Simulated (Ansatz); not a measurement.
# Te2Pb: the cost of one run

Code: Ansatz 0.2.0. PAW datasets, plane waves. Values at 0 K without nuclear motion; spin polarisation is off, and the phase may be a hypothetical one.

### 1 Starting point

The cell was relaxed beforehand with r2SCAN+rVV10.

Space group R-3m (No. 166), trigonal; a = 4.254 Å, c = 18.793 Å in the conventional setting, 32.72 Å³ an atom. Pb has 6 Te at 3.13 Å; Te has 3 Pb at 3.13 Å and 3 Te at 3.41 Å.

Structure file:

```
CELL_PARAMETERS angstrom
2.12700 1.22802 6.26421
-2.12700 1.22802 6.26421
0.00000 -2.45604 6.26421
ATOMIC_POSITIONS crystal
Pb 0.00000 0.00000 0.00000
Te 0.22975 0.22975 0.22975
Te 0.77025 0.77025 0.77025
```

### 2 Band structure with PBE

input.yaml

```yaml
crystal:
  lattice:
    - [2.1269962075, 1.2280218329, 6.2642069327]
    - [-2.1269962075, 1.2280218329, 6.2642069327]
    - [0.0, -2.4560436659, 6.2642069327]
  atoms:
    - { symbol: Pb, position: [0.0, 0.0, 0.0] }
    - { symbol: Te, position: [0.2297518146, 0.2297518146, 0.2297518146] }
    - { symbol: Te, position: [0.7702481854, 0.7702481854, 0.7702481854] }
kpoints:
  mp_grid: { grid: [8, 8, 8] }
  band_path:
    path:
      - [[0.0, 0.0, 0.0], [0.5, 0.5, 0.5], [0.8077127669891, 0.1922872330109, 0.5]]
      - [[0.5, -0.1922872330109, 0.1922872330109], [0.5, 1.371188761903e-16, -4.239109652565e-18], [0.0, 0.0, 0.0], [0.3461436165054, -0.3461436165054, 1.980877315225e-17]]
      - [[0.6538563834946, 2.035587594591e-16, 0.3461436165054], [0.5, 1.328797665377e-16, 0.5], [0.0, 0.0, 0.0]]
    npoints: 10
hamiltonian:
  xc: pbe
scf:
  occupations: { method: fermi_dirac, width: 0.02 }
  n_extra_bands: 4
output:
  forces: true
  stress: true
  eigenvalues: true
```

Launch:

```bash
$ ansatz run input.yaml --threads 2 --pin off --max-ram 2211MiB --backend cpu --events-out ev --progress --plain --runs-dir out
```

What time and memory should one allow on 2 threads of Intel Xeon at 2.50GHz (Skylake/Cascade Lake), shared host?

About 21 s, with a peak of 0.47 GiB.
